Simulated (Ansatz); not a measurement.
**CH₃ClGeO: small, medium and large basis sets**

How large a basis does CH₃ClGeO need? Two functionals are run in growing sets.

Computed with Ansatz 0.2.0, Gaussian basis. Level: one geometry, several basis sets.

Plan: PBE0-D4/def2-SVP; ωB97M-V/def2-SVP; PBE0-D4/def2-QZVPP; ωB97M-V/def2-QZVPP; the functionals' def2-TZVPP values are taken from earlier runs.

## (1) The relaxed structure

The geometry comes from an earlier relaxation with PBE0-D4 in a triple-zeta def2 set; it is a stationary point, not always the lowest conformer.

7 atoms, charge 0, spin multiplicity 1.

Atoms are counted from 1 here; the program's logs count them from 0.

Bond lengths: C1–O2 1.410 Å, C1–H5 1.093 Å, C1–H6 1.093 Å, C1–H7 1.093 Å, O2–Ge3 1.762 Å, Ge3–Cl4 2.215 Å. Angles: O2–C1–H5 109.0°, O2–C1–H6 112.0°, O2–C1–H7 109.0°, H5–C1–H6 109.1°, H5–C1–H7 108.5°, H6–C1–H7 109.1°, C1–O2–Ge3 132.6°, O2–Ge3–Cl4 101.4°.

## (2) PBE0-D4 in def2-SVP

Contents of in.yaml:

```yaml
crystal:
  periodic: [false, false, false]
  atoms:
    - {symbol: C, position_ang: [0.468717, 0.718462, 0.017451]}
    - {symbol: O, position_ang: [0.565137, -0.523270, 0.678834]}
    - {symbol: Ge, position_ang: [-0.402526, -1.994129, 0.599960]}
    - {symbol: Cl, position_ang: [-1.938335, -1.427162, -0.891794]}
    - {symbol: H, position_ang: [0.355299, 1.510325, 0.762482]}
    - {symbol: H, position_ang: [-0.378681, 0.750916, -0.671750]}
    - {symbol: H, position_ang: [1.391590, 0.896759, -0.540683]}
basis:
  gaussian: {orbitals: def2-SVP}
hamiltonian: {xc: pbe0, dispersion: d4}
output: {orbitals: {seedname: orbitals}}
```

Further steps of the session: ωB97M-V in def2-SVP; PBE0-D4 in def2-QZVPP; ωB97M-V in def2-QZVPP.

Q: Predict the results of all the runs planned. Wanted: PBE0-D4: double and triple zeta above quadruple; ωB97M-V: double and triple zeta above quadruple.

**Answer**, as computed:

| quantity | value |
| --- | --- |
| PBE0-D4: double and triple zeta above quadruple | 16.94, 1.78 eV |
| ωB97M-V: double and triple zeta above quadruple | 16.94, 1.72 eV |

What this shows: For PBE0-D4 the step from double to triple zeta gains 15.16 eV and the next only 1.78 eV. These are total energies; as a rule much of such shifts cancels in differences, which this series doesn't test.
